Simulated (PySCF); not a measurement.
# C4H2F2O2: excited states, first hyperpolarisability

Aim: compute the excited states, first hyperpolarisability of C4H2F2O2 (`O=C1O[C@H](F)C=C1F`).

Computed with PySCF 2.14.0 and routines of our own; the level stands in each step. Atoms count from 0.

### Step 1. The starting structure

10 atoms, charge 0, multiplicity 1; geometry from: GFN2-xTB.

### Step 2. Excited states: TDA PBE0/def2-SVP

Job settings and geometry (Å):

```
{"job": {"kind": "states", "xc": "PBE0", "basis": "def2-SVP", "tda": true, "soc": true, "nstates": 5, "ntriplets": 6, "nquad": 4}, "charge": 0, "multiplicity": 1}
O      1.748888    -1.895794     0.036281
C      0.914764    -1.052313     0.031487
O     -0.418739    -1.288196     0.172423
C     -1.152222    -0.101498     0.119025
F     -1.989588    -0.142870    -0.958047
C     -0.147370     1.008252    -0.023500
C      1.051395     0.439882    -0.087465
F      2.228754     1.018641    -0.220971
H     -1.797102    -0.021213     1.007113
H     -0.429897     2.039765    -0.098873
```

Level: TDA PBE0/def2-SVP excited states, vertical, gas phase, spin-orbit mean-field couplings.

The run is started by

```console
OMP_NUM_THREADS=1 python excited_run.py task.json out
```

One launch serves the whole session: the jobs run in the order shown.

Standard output:

```text
coarse grid: 9928 points
cycle   1  E = -502.5222183819  dE =  1.682e+00  |g| = 1.109e+00  |ddm| = 3.716e+00
cycle   2  E = -501.8751472776  dE =  6.471e-01  |g| = 2.154e+00  |ddm| = 3.029e+00
cycle   3  E = -502.7358046099  dE = -8.607e-01  |g| = 3.107e-01  |ddm| = 2.315e+00
cycle   4  E = -502.7524845427  dE = -1.668e-02  |g| = 1.175e-01  |ddm| = 3.464e-01
cycle   5  E = -502.7549542776  dE = -2.470e-03  |g| = 2.411e-02  |ddm| = 1.024e-01
cycle   6  E = -502.7550748313  dE = -1.206e-04  |g| = 8.100e-03  |ddm| = 2.850e-02
cycle   7  E = -502.7550872545  dE = -1.242e-05  |g| = 2.592e-03  |ddm| = 8.164e-03
cycle   8  E = -502.7550885500  dE = -1.296e-06  |g| = 6.723e-04  |ddm| = 2.505e-03
final grid: 101200 points
cycle   9  E = -502.8366488847  dE = -1.187e-05  |g| = 1.254e-02  |ddm| = 2.859e-02
cycle  10  E = -502.8365895703  dE =  5.931e-05  |g| = 2.163e-02  |ddm| = 2.833e-02
cycle  11  E = -502.8366777251  dE = -8.815e-05  |g| = 2.350e-03  |ddm| = 1.955e-02
cycle  12  E = -502.8366787702  dE = -1.045e-06  |g| = 2.571e-04  |ddm| = 2.067e-03
cycle  13  E = -502.8366787809  dE = -1.072e-08  |g| = 1.169e-04  |ddm| = 3.193e-04
cycle  14  E = -502.8366787834  dE = -2.476e-09  |g| = 3.043e-05  |ddm| = 1.218e-04
cycle  15  E = -502.8366787836  dE = -1.536e-10  |g| = 1.159e-05  |ddm| = 3.222e-05
converged SCF energy = -502.8366787836

Singlet excitations
state   eV       nm        f     d(h-e)  d(exc)  Lambda  PR(NTO)  |dmu|/D   mu/D   main configurations
  1   4.8746   254.3   0.00091   1.285   2.578   0.668   1.007    3.028    1.361   H->L 0.74, H-1->L 0.23
  2   6.4538   192.1   0.03077   0.645   2.639   0.629   1.072    1.266    4.513   H-2->L 0.49, H-1->L 0.34, H->L 0.08
  3   6.8265   181.6   0.17528   0.645   2.692   0.605   1.122    1.447    4.766   H-3->L 0.39, H-1->L 0.25, H-2->L 0.18
  4   7.2822   170.3   0.17269   0.952   2.735   0.546   1.121    2.468    2.801   H-3->L 0.49, H-2->L 0.25, H-1->L 0.08
  5   7.8636   157.7   0.01225   1.467   2.972   0.423   1.044                     H-4->L 0.89

Triplet excitations (Tamm-Dancoff)
state   eV     d(h-e)  d(exc)  Lambda  PR(NTO)   main configurations
  1   3.9214   0.292   2.248   0.706   1.019   H-1->L 0.54, H->L 0.41
  2   4.3684   1.163   2.490   0.688   1.018   H->L 0.55, H-1->L 0.41
  3   5.3494   0.868   2.433   0.552   1.037   H-2->L 0.87
  4   6.5530   0.956   2.621   0.530   1.085   H-3->L 0.88
  5   7.4730   0.869   2.747   0.431   1.124   H-4->L 0.80
  6   7.9868   0.440   2.407   0.549   1.957   H->L+1 0.54, H-6->L 0.19
S1 - T1 = 0.9532 eV

Spin-orbit couplings |<S|Hso|T>| (cm-1)
             T1       T2       T3       T4       T5       T6
S0        6.357   46.822    5.360   18.633   39.788   46.618
S1       11.810    2.521   28.217   21.489   25.230   10.397
S2        9.280   15.252   10.753   17.265   23.808   28.639
S3       14.128   14.454   21.120   21.100   21.004   13.961
S4        6.592   23.946   26.382   31.684    8.903   11.184
S5        7.802   19.614   19.407   29.175    9.691   19.273
T1 sublevels (cm-1): 0.000 0.005 0.022   radiative rates (1/s): 0.135 4.14 6.72
```

Run time: 20 s. Hardware: 1 thread of Arm Neoverse N1, shared host; peak memory 0.55 GiB.

In short:

```csv
quantity,value
S1 less T1,0.95 eV
```

### Step 3. First hyperpolarisability: quadratic response B3LYP/def2-SVPD

The job, as its differences from that of step 2:

```diff
@@ -1,2 +1,2 @@
-{"job": {"kind": "states", "xc": "PBE0", "basis": "def2-SVP", "tda": true, "soc": true, "nstates": 5, "ntriplets": 6, "nquad": 4}, "charge": 0, "multiplicity": 1}
+{"job": {"kind": "beta", "xc": "B3LYP", "basis": "def2-SVPD", "wavelengths": [1550, 1064, 694.3]}, "charge": 0, "multiplicity": 1}
 O      1.748888    -1.895794     0.036281
```

With the program's defaults for keys left out, this is: quadratic response B3LYP/def2-SVPD first hyperpolarisability, Taylor convention, gas phase.

Standard output:

```text
coarse grid: 9928 points
cycle   1  E = -503.0717280545  dE =  1.644e+00  |g| = 1.102e+00  |ddm| = 4.957e+00
cycle   2  E = -502.2852119213  dE =  7.865e-01  |g| = 2.306e+00  |ddm| = 3.646e+00
cycle   3  E = -503.2761144156  dE = -9.909e-01  |g| = 3.424e-01  |ddm| = 2.878e+00
cycle   4  E = -503.2958660518  dE = -1.975e-02  |g| = 1.403e-01  |ddm| = 4.277e-01
cycle   5  E = -503.2993083884  dE = -3.442e-03  |g| = 3.132e-02  |ddm| = 1.552e-01
cycle   6  E = -503.2995209365  dE = -2.125e-04  |g| = 9.240e-03  |ddm| = 5.426e-02
cycle   7  E = -503.2995364167  dE = -1.548e-05  |g| = 3.538e-03  |ddm| = 1.318e-02
cycle   8  E = -503.2995388678  dE = -2.451e-06  |g| = 7.541e-04  |ddm| = 4.296e-03
final grid: 101200 points
cycle   9  E = -503.3896637091  dE = -3.214e-05  |g| = 6.919e-03  |ddm| = 1.046e-01
cycle  10  E = -503.3896426761  dE =  2.103e-05  |g| = 1.264e-02  |ddm| = 1.809e-02
cycle  11  E = -503.3896720312  dE = -2.936e-05  |g| = 1.463e-03  |ddm| = 1.251e-02
cycle  12  E = -503.3896724374  dE = -4.062e-07  |g| = 3.169e-04  |ddm| = 1.553e-03
cycle  13  E = -503.3896724537  dE = -1.629e-08  |g| = 1.037e-04  |ddm| = 4.709e-04
cycle  14  E = -503.3896724557  dE = -1.990e-09  |g| = 4.329e-05  |ddm| = 1.790e-04
cycle  15  E = -503.3896724561  dE = -3.589e-10  |g| = 1.151e-05  |ddm| = 5.471e-05
converged SCF energy = -503.3896724561

Lowest singlets (eV, f): 4.7612 0.0007  5.9830 0.0788  6.4666 0.1510

First hyperpolarisability (au)
process     nm      |vector|   parallel      HRS      DR
static         -       88.09     -33.26      32.98   7.729
shg       1550.0       91.27     -33.36      34.16   7.771
eope      1550.0       89.13     -33.31          -       -
shg       1064.0       95.11     -33.23      35.62   7.794
eope      1064.0       90.32     -33.34          -       -
shg        694.3      106.79     -30.82      40.45   7.537
eope       694.3       93.50     -33.32          -       -
```

Run time: 39 s. Hardware: 1 thread of Arm Neoverse N1, shared host; peak memory 0.7 GiB.

### Step 4. Summary of results

```
                                             quantity                                                               value
               S1 less T1 (step 2, TDA PBE0/def2-SVP)                                                             0.95 eV
β vector (step 3, quadratic response B3LYP/def2-SVPD)  static 88, SHG 1550.0 nm 91, SHG 1064.0 nm 95, SHG 694.3 nm 107 au
```

In step 2, the number of triplets below S1 is 2, and the largest singlet-triplet spin-orbit coupling is S0–T2, 46.82 cm⁻¹. β grows from 88 au (static) to 107 au for doubling at 694.3 nm: normal dispersion, which grows as twice the photon energy moves toward the bright states.
